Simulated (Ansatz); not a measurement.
# C2H8BCl: the cost of one run

Method: RKS B3LYP/def2-SVP, in Ansatz 0.2.0.

## (1) Starting point

Bond lengths: B1–Cl2 2.171 Å, B1–C3 1.582 Å, B1–C4 1.582 Å, C3–H7 1.088 Å, C3–H8 1.086 Å, C3–H9 1.089 Å, C4–H10 1.087 Å, C4–H11 1.088 Å, C4–H12 1.090 Å. Angles (14 of 15 angles, heavy atoms first): Cl2–B1–C3 108.7°, Cl2–B1–C4 108.9°, C3–B1–C4 124.3°, B1–C3–H7 111.4°, B1–C3–H8 112.8°, B1–C3–H9 111.5°, B1–C4–H10 113.1°, B1–C4–H11 111.2°, B1–C4–H12 111.4°, H7–C3–H8 107.0°, H7–C3–H9 106.5°, H8–C3–H9 107.3°, H10–C4–H11 107.0°, H10–C4–H12 107.4°.

Coordinates:

```xyz
12

B     0.0635   -0.1847    0.1706
Cl    1.4641   -0.0523    1.8246
C     0.8726   -0.1204   -1.1872
C    -1.2006    0.7072    0.4988
H     0.4043   -1.2578    1.1052
H    -0.2570   -1.6314    0.4861
H     1.1795    0.8979   -1.4184
H     1.7734   -0.7273   -1.1705
H     0.2690   -0.4596   -2.0274
H    -1.6377    0.4863    1.4697
H    -0.9477    1.7656    0.4969
H    -1.9833    0.5766   -0.2485
```

## (2) Pulling towards end A

Springs on the bonds that form and break draw the guess towards this end; the thresholds are loose.

input.yaml reads:

```yaml
crystal:
  periodic: [false, false, false]
  atoms:
    - { symbol: B, position_ang: [0.0635, -0.1847, 0.1706] }
    - { symbol: Cl, position_ang: [1.4641, -0.0523, 1.8246] }
    - { symbol: C, position_ang: [0.8726, -0.1204, -1.1872] }
    - { symbol: C, position_ang: [-1.2006, 0.7072, 0.4988] }
    - { symbol: H, position_ang: [0.4043, -1.2578, 1.1052] }
    - { symbol: H, position_ang: [-0.257, -1.6314, 0.4861] }
    - { symbol: H, position_ang: [1.1795, 0.8979, -1.4184] }
    - { symbol: H, position_ang: [1.7734, -0.7273, -1.1705] }
    - { symbol: H, position_ang: [0.269, -0.4596, -2.0274] }
    - { symbol: H, position_ang: [-1.6377, 0.4863, 1.4697] }
    - { symbol: H, position_ang: [-0.9477, 1.7656, 0.4969] }
    - { symbol: H, position_ang: [-1.9833, 0.5766, -0.2485] }
basis:
  gaussian: { orbitals: def2-SVP }
hamiltonian:
  xc: b3lyp
relax:
  f_tol: 0.15
  max_steps: 25
  restrain:
    - { distance: [0, 5], at: 2.45, k: 30.0 }
    - { distance: [4, 1], at: 2.63, k: 30.0 }
    - { distance: [0, 1], at: 1.86, k: 30.0 }
    - { distance: [4, 5], at: 0.62, k: 30.0 }
```

Run with:

```bash
ansatz run input.yaml --threads 2 --pin off --max-ram 3072MiB --backend cpu --events-out ev --progress --plain --runs-dir out
```

**Question.** How long does this run take on 2 threads of Arm Neoverse V2, shared host, and how much memory does it need?

About 16 s, with a peak of 0.2 GiB.
